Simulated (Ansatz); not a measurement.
# C2H6GeOSi: up Jacob's ladder to CCSD(T)

The task here is to estimate one member of a computed series from the others.

The runs use Ansatz 0.2.0, Gaussian basis; functionals in def2-TZVPP, the program's frozen cores in correlated methods.

Plan: PBE-D4, r2SCAN-D4, PBE0-D4, B3LYP-D4, ωB97X-V, ωB97M-V, B2PLYP; CCSD(T)/def2-TZVPP; MP2/def2-QZVPP; extrapolation to the limit.

## The relaxed structure

The geometry comes from an earlier relaxation with PBE0-D4 in a triple-zeta def2 set; it is a stationary point, not always the lowest conformer.

SMILES `[OH][GeH2][C]#C[SiH3]`, 11 atoms, charge 0, spin multiplicity 1.

Atoms are counted from 1 here; the program's logs count them from 0.

Bond lengths: O1–Ge2 1.776 Å, O1–H6 0.960 Å, Ge2–C3 1.906 Å, Ge2–H7 1.537 Å, Ge2–H8 1.528 Å, C3–C4 1.214 Å, C4–Si5 1.825 Å, Si5–H9 1.483 Å, Si5–H10 1.483 Å, Si5–H11 1.483 Å. Angles: Ge2–O1–H6 112.5°, O1–Ge2–C3 109.0°, O1–Ge2–H7 110.8°, O1–Ge2–H8 105.1°, C3–Ge2–H7 108.2°, C3–Ge2–H8 110.7°, H7–Ge2–H8 113.1°, Ge2–C3–C4 179.1°, C3–C4–Si5 179.7°, C4–Si5–H9 109.2°, C4–Si5–H10 109.1°, C4–Si5–H11 109.3°, H9–Si5–H10 109.7°, H9–Si5–H11 109.7°, H10–Si5–H11 109.8°.

The first run:

Input file in.yaml:

```yaml
crystal:
  periodic: [false, false, false]
  atoms:
    - {symbol: O, position_ang: [-2.510650, -1.226830, 1.456359]}
    - {symbol: Ge, position_ang: [-0.760300, -1.525942, 1.461933]}
    - {symbol: C, position_ang: [0.073506, -0.348006, 0.216291]}
    - {symbol: C, position_ang: [0.596783, 0.416517, -0.568213]}
    - {symbol: Si, position_ang: [1.381786, 1.559368, -1.755562]}
    - {symbol: H, position_ang: [-2.724734, -0.296354, 1.554916]}
    - {symbol: H, position_ang: [-0.165205, -1.252081, 2.852012]}
    - {symbol: H, position_ang: [-0.602872, -2.979936, 1.019273]}
    - {symbol: H, position_ang: [1.179576, 2.955137, -1.295851]}
    - {symbol: H, position_ang: [2.833090, 1.262357, -1.828762]}
    - {symbol: H, position_ang: [0.764418, 1.378769, -3.091800]}
basis:
  gaussian: {orbitals: def2-TZVPP}
hamiltonian: {xc: pbe, dispersion: d4}
output: {forces: true, orbitals: {seedname: orbitals}}
```

The run is started by

```sh
ansatz run in.yaml --threads 4 --pin off --events-out ev --progress --plain --max-ram 10444MiB
```

Among the steps run: PBE-D4 (GGA); r2SCAN-D4 (meta-GGA); PBE0-D4 (hybrid); B3LYP-D4 (hybrid); ωB97X-V (range-separated); ωB97M-V (range-separated); B2PLYP (double hybrid); CCSD(T) in def2-TZVPP; MP2 in def2-QZVPP.

One of the session's tables, all rows but one given; the rest of the session is left out.

| method | atomisation energy (kJ/mol) |
| --- | --- |
| PBE-D4 | 3940.9 |
| r2SCAN-D4 | 3905.4 |
| PBE0-D4 | 3872.0 |
| B3LYP-D4 | 3884.2 |
| ωB97X-V | ? |
| ωB97M-V | 3896.3 |
| B2PLYP | 3865.2 |
| HF/def2-TZVPP | 2819.8 |
| MP2/def2-TZVPP | 3890.8 |
| CCSD/def2-TZVPP | 3758.9 |
| CCSD(T)/def2-TZVPP | 3824.5 |
| MP2/CBS | 3984.4 |
| CCSD(T)/CBS | 3918.0 |

**Question.** Estimate the row for ωB97X-V.

The run gave: atomisation energy (kJ/mol): 3913.6. In the column «atomisation energy (kJ/mol)» it lies between r2SCAN-D4 (3905.4) and CCSD(T)/CBS (3918.0).
